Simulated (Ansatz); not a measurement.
BClH4NP, SMILES NB(P)Cl, a rigid torsion scan

Run with Ansatz's Python interface.

Script `torsion.py`:
```python
'''Rigid torsion scan of BClH4NP.'''

import ansatz as az
from ase import Atoms

config = {
    'basis_set': 'cc-pVDZ',
    'functional': 'r2scan',
    'fmax': 0.02,
}


def main() -> None:
    atoms = Atoms(['N', 'B', 'P', 'Cl', 'H', 'H', 'H', 'H'], positions=[
        [0.9882, -0.7335, -0.0363],
        [0.1673, 0.5458, 0.009],
        [-1.7588, 0.4534, 0.0453],
        [1.0074, 2.1877, 0.0294],
        [1.6238, -0.7191, 0.7924],
        [1.5904, -0.6811, -0.8881],
        [-1.8305, -0.5024, -1.0465],
        [-1.7878, -0.5508, 1.0947],
    ])

    # relax first, so that the scan starts from a minimum
    first = (
        az.Crystal.molecule_from_ase(atoms).calculation()
        .basis(gaussian=config['basis_set'])  # the orbital basis, by name
        .functional(config['functional'])
        .relax(force_tolerance=config['fmax'], max_steps=80)
    )
    atoms.positions = first.run().report['positions_ang']

    start = atoms.get_dihedral(2, 1, 0, 4)
    energies = {}
    for turn in range(0, 360, 30):
        turned = atoms.copy()
        turned.set_dihedral(2, 1, 0, 4, start + turn, indices=[0, 4, 5])
        calculation = (
            az.Crystal.molecule_from_ase(turned).calculation()
            .basis(gaussian=config['basis_set'])
            .functional(config['functional'])
        )
        energies[round((start + turn) % 360)] = calculation.run().report['free_energy_ev']
    floor = min(energies.values())
    print('dihedral P2-B1-N0-H4 (deg)   E - E(min) (kcal/mol)')
    for angle, e in sorted(energies.items()):
        print(f'{angle:8d} {23.060548 * (e - floor):14.3f}  ' + '#' * int(30 * (e - floor) / max(max(energies.values()) - floor, 1e-9)))


if __name__ == '__main__':
    main()
```

Output of `python torsion.py`:
```text
dihedral P2-B1-N0-H4 (deg)   E - E(min) (kcal/mol)
       6          0.000
      36          5.489  ######
      66         18.448  ####################
      96         26.651  ##############################
     126         18.470  ####################
     156          5.517  ######
     186          0.008
     216          5.486  ######
     246         18.433  ####################
     276         26.631  #############################
     306         18.457  ####################
     336          5.506  ######
```

The scan is rigid and the energies are electronic, in a modest basis. With rigid groups the curve can differ much from the relaxed path, the start wasn't checked as a minimum of this torsion, and equivalent turns needn't return to the same energy. Hardware and time: 5.2 min on 1 thread of Arm Neoverse N1, on a shared host, peak memory 0.23 GiB.
